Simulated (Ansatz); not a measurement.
**ZnS (F-43m): a single-point run**

Wanted: a converged single-point run for ZnS (F-43m), and a check of what comes out. The structure is shown as the input types it.

Computed with Ansatz 0.2.0 (Kohn-Sham DFT, with the functional, basis and potentials that each input names (as first typed), unless a step's input says otherwise).

## Step 1: The system as given

The structure is cubic, space group F-43m (No. 216). Conventional cell: a = 5.409 Å, b = 5.409 Å, c = 5.409 Å, α = 90.00°, β = 90.00°, γ = 90.00°. Around Zn (site symmetry -43m) lie 4 S at 2.34 Å. S (site symmetry -43m) has 4 Zn at 2.34 Å in its first shell of neighbours.

Structure file:

```
Zn S
1.0
     0.00000    2.70465    2.70465
     2.70465    0.00000    2.70465
     2.70465    2.70465    0.00000
Zn S
1 1
Cartesian
  0.0000 0.0000 0.0000
  4.0570 4.0570 4.0570
```

## Step 2: The run

Contents of input.yaml:

```yaml
crystal:
  lattice:
    - [0.0, 2.7046490548, 2.7046490548]
    - [2.7046490548, 0.0, 2.7046490548]
    - [2.7046490548, 2.7046490548, 0.0]
  atoms:
    - { symbol: Zn, position: [0.0, 0.0, 0.0] }
    - { symbol: S, position: [0.75, 0.75, 0.75] }
basis:
  ecutwfc: 420
  ecutrho_ratio: 4
kpoints:
  mp_grid: { grid: [8, 8, 8] }
hamiltonian:
  xc: pbe
  hubbard: { sites: [{ species: S, l: p, u_eff: 40.0 }] }
scf:
  occupations: { method: gaussian, width: 0.05 }
  max_iter: 80
output:
  forces: true
  stress: true
```

Started as:

```sh
ansatz run input.yaml --threads 4 --pin off --max-ram 8192MiB --backend cpu --events-out ev --progress --plain --runs-dir out
```

Q: Will this input give a usable result? If not, why, and what should change?

The program finished normally. Convergence says nothing about whether the input makes sense.

In the input, hamiltonian.hubbard.sites is [{species: S, l: p, u_eff: 40.0}]. A U of this value distorts the shell's occupations and the levels near the Fermi energy.

The test: delete hamiltonian.hubbard.sites.
